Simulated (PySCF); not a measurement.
# C8H7N: a look at the electrons

Aim: take C8H7N and see where an electron leaves and enters and probe its ring current by NICS.

The runs use PySCF 2.14.0; levels as typed in each script, gas phase, geometry from GFN2-xTB.

1 further run of the same task is left out (it didn't finish).

## 1. The starting structure

16 atoms, charge 0, spin multiplicity 1.

Bond lengths: C1–C2 1.398 Å, C1–C9 1.376 Å, C1–H10 1.080 Å, C2–C3 1.378 Å, C2–H11 1.080 Å, C3–C4 1.389 Å, C3–H12 1.081 Å, C4–N5 1.365 Å, C4–C8 1.416 Å, N5–C6 1.368 Å, N5–H13 1.006 Å, C6–C7 1.360 Å, C6–H14 1.074 Å, C7–C8 1.424 Å, C7–H15 1.072 Å, C8–C9 1.395 Å, C9–H16 1.080 Å. Angles: C2–C1–C9 121.4°, C2–C1–H10 118.8°, C9–C1–H10 119.7°, C1–C2–C3 121.3°, C1–C2–H11 119.1°, C3–C2–H11 119.5°, C2–C3–C4 117.5°, C2–C3–H12 121.3°, C4–C3–H12 121.1°, C3–C4–N5 130.7°, C3–C4–C8 121.8°, N5–C4–C8 107.5°, C4–N5–C6 109.0°, C4–N5–H13 125.5°, C6–N5–H13 125.5°, N5–C6–C7 109.9°, N5–C6–H14 120.5°, C7–C6–H14 129.5° and more.

Geometry (Å):

```
C     2.1393    0.6805    0.0000
C     2.1121   -0.7172    0.0000
C     0.9213   -1.4108    0.0000
C    -0.2535   -0.6697    0.0000
N    -1.5583   -1.0710    0.0000
C    -2.3641    0.0348    0.0000
C    -1.6038    1.1626    0.0000
C    -0.2423    0.7468    0.0000
C     0.9789    1.4206    0.0000
H     3.0956    1.1832    0.0000
H     3.0452   -1.2614    0.0000
H     0.9001   -2.4912    0.0000
H    -1.8763   -2.0249    0.0000
H    -3.4326   -0.0692    0.0000
H    -1.9592    2.1737    0.0000
H     1.0067    2.5003    0.0000
```

## 2. Removing and adding an electron (B3LYP/def2-svp)

input.py reads:

```python
import numpy as np
from pyscf import gto, scf, dft
from pyscf.scf import atom_ks, atom_hf
from scipy.linalg import block_diag

def solve(mol, dm0=None, hcore=None):
    mf = (dft.UKS if mol.spin else dft.RKS)(mol, xc='b3lyp')
    mf.grids.level = 3
    mf = mf.density_fit(auxbasis='def2-universal-jkfit')
    mf.conv_tol, mf.max_cycle = 1e-8, 80
    if hcore is not None:
        mf.get_hcore = lambda *args: hcore
    mf.kernel(dm0)
    if not mf.converged:
        mf = mf.newton().run(mf.mo_coeff, mf.mo_occ, max_cycle=30)
    assert mf.converged, 'SCF not converged'
    return mf

mol = gto.M(atom='''
C      2.13931     0.68055     0.00000
C      2.11214    -0.71722     0.00000
C      0.92126    -1.41079     0.00000
C     -0.25347    -0.66966     0.00000
N     -1.55826    -1.07099     0.00000
C     -2.36406     0.03484     0.00000
C     -1.60377     1.16260     0.00000
C     -0.24229     0.74676     0.00000
C      0.97891     1.42064     0.00000
H      3.09562     1.18323     0.00000
H      3.04524    -1.26138     0.00000
H      0.90013    -2.49117     0.00000
H     -1.87626    -2.02490     0.00000
H     -3.43259    -0.06922     0.00000
H     -1.95922     2.17372     0.00000
H      1.00673     2.50031     0.00000
''', basis='def2-svp', charge=0, spin=0, verbose=4)
mf = solve(mol)
out = dict(e0=mf.e_tot, dm0=mf.make_rdm1(), c=mf.mo_coeff, occ=mf.mo_occ, eps=mf.mo_energy)
for name, dq, spin in [('cation', 1, 1), ('anion', -1, 1)]:
    ion = mol.copy().set(charge=mol.charge + dq, spin=spin).build()
    mi = solve(ion)
    if spin and dq > 0 and mol.nao < 130:
        c, _, stable, _ = mi.stability(return_status=True)
        if not stable:
            mi = solve(ion, mi.make_rdm1(c, mi.mo_occ))
    print(name, 'vertical energy change / eV', (mi.e_tot - mf.e_tot) * 27.211386)
    out.update({'e_' + name: mi.e_tot, 'dm_' + name: mi.make_rdm1(), 's2_' + name: mi.spin_square()[0], 'eps_' + name: mi.mo_energy, 'occ_' + name: mi.mo_occ})
# spherically averaged free atoms, for the promolecule
atm = atom_ks.get_atm_nrks(mol, xc='b3lyp')
pro = block_diag(*[(atm[a[0]][2] * atm[a[0]][3]) @ atm[a[0]][2].T for a in mol._atom])
np.savez('result.npz', pro=pro, **out)
```

Started as:

```bash
$ OMP_NUM_THREADS=1 python input.py
```

## 4. Ring currents (HF/6-31g*)

input.py reads:

```python
import numpy as np
from pyscf import gto, scf, dft
from pyscf.prop import nmr
from pyscf.data import nist

def solve(mol, dm0=None, hcore=None):
    mf = scf.UHF(mol) if mol.spin else scf.RHF(mol)
    mf.conv_tol, mf.max_cycle = 1e-8, 80
    if hcore is not None:
        mf.get_hcore = lambda *args: hcore
    mf.kernel(dm0)
    if not mf.converged:
        mf = mf.newton().run(mf.mo_coeff, mf.mo_occ, max_cycle=30)
    assert mf.converged, 'SCF not converged'
    return mf

mol = gto.M(atom='''
C      2.13931     0.68055     0.00000
C      2.11214    -0.71722     0.00000
C      0.92126    -1.41079     0.00000
C     -0.25347    -0.66966     0.00000
N     -1.55826    -1.07099     0.00000
C     -2.36406     0.03484     0.00000
C     -1.60377     1.16260     0.00000
C     -0.24229     0.74676     0.00000
C      0.97891     1.42064     0.00000
H      3.09562     1.18323     0.00000
H      3.04524    -1.26138     0.00000
H      0.90013    -2.49117     0.00000
H     -1.87626    -2.02490     0.00000
H     -3.43259    -0.06922     0.00000
H     -1.95922     2.17372     0.00000
H      1.00673     2.50031     0.00000
''', basis='6-31g*', charge=0, spin=0, verbose=4)
mf = solve(mol)
calc = nmr.RHF(mf)
calc.cphf = True
nuclei = calc.kernel()
mo1 = calc.mo10
# ring centres and points 1 angstrom above and below them
points = np.array([
    [-1.2044, 0.0407, 0.0000],
    [-1.2044, 0.0407, 1.0000],
    [-1.2044, 0.0407, -1.0000],
    [0.9426, 0.0084, 0.0000],
    [0.9426, 0.0084, 1.0000],
    [0.9426, 0.0084, -1.0000],
]) / nist.BOHR
mol.atom_coord = lambda i, unit='Bohr': points[i]
idx = range(len(points))
sigma = (calc.dia(shielding_nuc=idx) + calc.para(mo10=mo1, shielding_nuc=idx)[0]) * nist.ALPHA**2 * 1e6
for p, t in zip(points, sigma):
    print('NICS at %8.4f %8.4f %8.4f  %8.2f ppm' % (*(p * nist.BOHR), -t.trace() / 3))
occ = mf.mo_coeff[:, mf.mo_occ > 0]
dm1 = np.array([mf.mo_coeff @ (2 * x) @ occ.T for x in mo1])
np.savez('result.npz', sigma=sigma, nuclei=nuclei, dm0=mf.make_rdm1(), dm1=dm1, e=mf.e_tot, eps=mf.mo_energy, occ=mf.mo_occ)
```

(Steps that only read results are left out.)

**Question.** What will these runs give? Wanted: vertical ionisation energy; vertical electron affinity; NICS(1)zz, 5-membered ring C4/N5/C6/C7/C8; NICS(1)zz, 6-membered ring C1/C2/C3/C4/C8/C9.

The runs gave:

| quantity | value |
| --- | --- |
| vertical ionisation energy (B3LYP/def2-svp) | 7.66 eV |
| vertical electron affinity (B3LYP/def2-svp) | -1.64 eV |
| NICS(1)zz, 5-membered ring C4/N5/C6/C7/C8 (HF/6-31g*) | -29.3 ppm |
| NICS(1)zz, 6-membered ring C1/C2/C3/C4/C8/C9 (HF/6-31g*) | -33.3 ppm |

**Reading.** The ionisation energy from two SCF runs, 7.66 eV, lies 2.0 eV above −ε(HOMO) = 5.65 eV of the same level, B3LYP/def2-svp, since self-interaction lifts this functional's HOMO. The 5-membered ring C4/N5/C6/C7/C8 is strongly diatropic (aromatic). All values hold at the given geometry, in the gas phase.
